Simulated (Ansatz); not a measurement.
# NaC3: the cost of one run

Computed with Ansatz 0.2.0 (DFT PBE, scalar-relativistic, plane waves, PAW, unless a step's input says otherwise).

2 further runs of the same task are left out: 2 set aside as unsound or not needed.

## 1. The system as given

The structure is orthorhombic, space group Cmcm (No. 63). Conventional cell: a = 5.452 Å, b = 8.149 Å, c = 3.681 Å, α = 90.00°, β = 90.00°, γ = 90.00°. Around Na (site symmetry m2m) lie 12 C at 2.42 to 2.75 Å. C (site symmetry m2m) has 8 C at 2.27 to 2.49 Å and 4 Na at 2.42 to 2.75 Å as nearest neighbours. C (site symmetry m) is surrounded by 7 C at 2.27 to 2.49 Å and 4 Na at 2.42 to 2.51 Å.

Structure file:

```xyz
8
Lattice="2.7260 -4.0747 0.0000 2.7260 4.0747 0.0000 0.0000 0.0000 3.6805" Properties=species:S:1:pos:R:3 pbc="T T T"
Na    2.7260   -1.0765    0.9201
Na    2.7260    1.0765    2.7604
C     2.7260    2.6477    0.9201
C     2.7260   -2.6477    2.7604
C     1.1607    0.7742    0.9201
C     4.2913   -0.7742    2.7604
C     1.1607   -0.7742    2.7604
C     4.2913    0.7742    0.9201
```

This is candidate A: TmCd3 type (Cmcm, No. 63).

(A quick probe on a coarse mesh, which set the mesh and smearing, is not shown.)

## 3. Rough relaxation on the coarse mesh (candidate A)

input.yaml

```yaml
crystal:
  lattice:
    - [2.7260330444, -4.0746575858, 0.0]
    - [2.7260330444, 4.0746575858, 0.0]
    - [0.0, 0.0, 3.6805092067]
  atoms:
    - { symbol: Na, position: [0.6321, 0.3679, 0.25] }
    - { symbol: Na, position: [0.3679, 0.6321, 0.75] }
    - { symbol: C, position: [0.1751, 0.8249, 0.25] }
    - { symbol: C, position: [0.8249, 0.1751, 0.75] }
    - { symbol: C, position: [0.1179, 0.3079, 0.25] }
    - { symbol: C, position: [0.8821, 0.6921, 0.75] }
    - { symbol: C, position: [0.3079, 0.1179, 0.75] }
    - { symbol: C, position: [0.6921, 0.8821, 0.25] }
basis:
  ecutwfc: 420
kpoints:
  mp_grid: { grid: [4, 4, 6] }
hamiltonian:
  xc: pbe
scf:
  occupations: { method: gaussian, width: 0.1 }
  lower_state_search: "off"
output:
  forces: true
  stress: true
  eigenvalues: true
relax:
  adjacent_minimum: "off"
  f_tol: 0.04
  max_steps: 70
  cell: { stress_tol: 0.4 }
```

Started as:

```bash
$ ansatz run input.yaml --threads 1 --pin off --max-ram 2560MiB --backend cpu --events-out ev --progress --plain --runs-dir out
```

What time and memory should one allow on 1 thread of Arm Neoverse V1, shared host?

About 1.9 min, with a peak of 0.37 GiB.
